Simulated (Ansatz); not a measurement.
# C3H7NSi, SMILES CC#C[SiH2]N: a ladder of methods at one geometry

Computed with Ansatz 0.2.0 through its Python package.

`run_methods.py`
```python
'''C3H7NSi at several levels of theory.'''

from pathlib import Path

import ansatz
from ase import Atoms
import numpy as np

atoms = Atoms(['C', 'C', 'C', 'Si', 'N', 'H', 'H', 'H', 'H', 'H', 'H', 'H'], positions=[
    (-0.9536, -1.5438, 2.0106),
    (-0.421, -0.5466, 1.056),
    (0.0304, 0.2431, 0.2708),
    (0.8803, 1.4609, -0.9308),
    (0.7183, 0.741, -2.4912),
    (-1.4572, -2.3243, 1.466),
    (-0.2116, -1.8943, 2.6778),
    (-1.7385, -1.0044, 2.5993),
    (0.041, 2.7275, -0.9357),
    (2.238, 1.6947, -0.6205),
    (1.1892, -0.1453, -2.4215),
    (-0.2384, 0.5363, -2.6469),
])
c3h7nsi = ansatz.Crystal.molecule_from_ase(atoms)

model = c3h7nsi.calculation().basis(gaussian='def2-SVP')

print('functional    E (Ha)        dipole (D)   HOMO (eV)  LUMO (eV)')
for name in ['lda', 'lc_wpbe', 'r2scan0', 'r2scan', 'b3lyp']:
    rep = model.functional(name).forces().orbitals().run(runs_dir='runs').report
    lines = Path(rep['orbitals_path']).read_text().splitlines()
    field_of = lambda key: [line.split('=')[1].strip() for line in lines if line.startswith(key)]
    orbitals = [(27.211386 * float(e), s, float(n)) for e, s, n in zip(field_of('Ene='), field_of('Spin='), field_of('Occup='))]
    homo = max(e for e, _, n in orbitals if n > 0.5)
    lumo = min(e for e, _, n in orbitals if n < 0.5)
    dipole = 4.803205 * np.linalg.norm(rep['charge_distribution']['dipole_moment_e_ang'])
    print(f'{name:10s} {rep["free_energy_ev"] / 27.211386246:14.6f} {dipole:9.3f} {homo:11.3f} {lumo:10.3f}')
```

Output of `python run_methods.py`:
```text
functional    E (Ha)        dipole (D)   HOMO (eV)  LUMO (eV)
lda           -459.773608     2.244      -5.896     -0.693
lc_wpbe       -462.303989     2.186     -10.030      2.651
r2scan0       -462.356899     2.263      -7.431      0.551
r2scan        -462.377774     2.257      -6.130     -0.225
b3lyp         -462.536771     2.142      -6.910      0.215
```

Reading the output:
- Total energies depend on the basis set; only differences at equal settings carry meaning.
- The geometry is a force-field or estimated start, not a minimum of this method, and the basis set is short of its limit. A lower total doesn't mark the better method: functionals have no common bound, and MP2 and coupled cluster aren't variational.
- b3lyp holds the VWN-RPA fit, as in Gaussian; the form of ORCA and Turbomole is b3lyp5.
- Levels such as HOMO and LUMO are orbital energies: with these approximate functionals they aren't the ionisation energy and electron affinity, and their gap isn't the fundamental gap.
- Timing: 26 s on 1 thread of Arm Neoverse V1, with other jobs on the host, peak memory 0.3 GiB.

(Lines on the test bed's own set-up are left out of the output.)
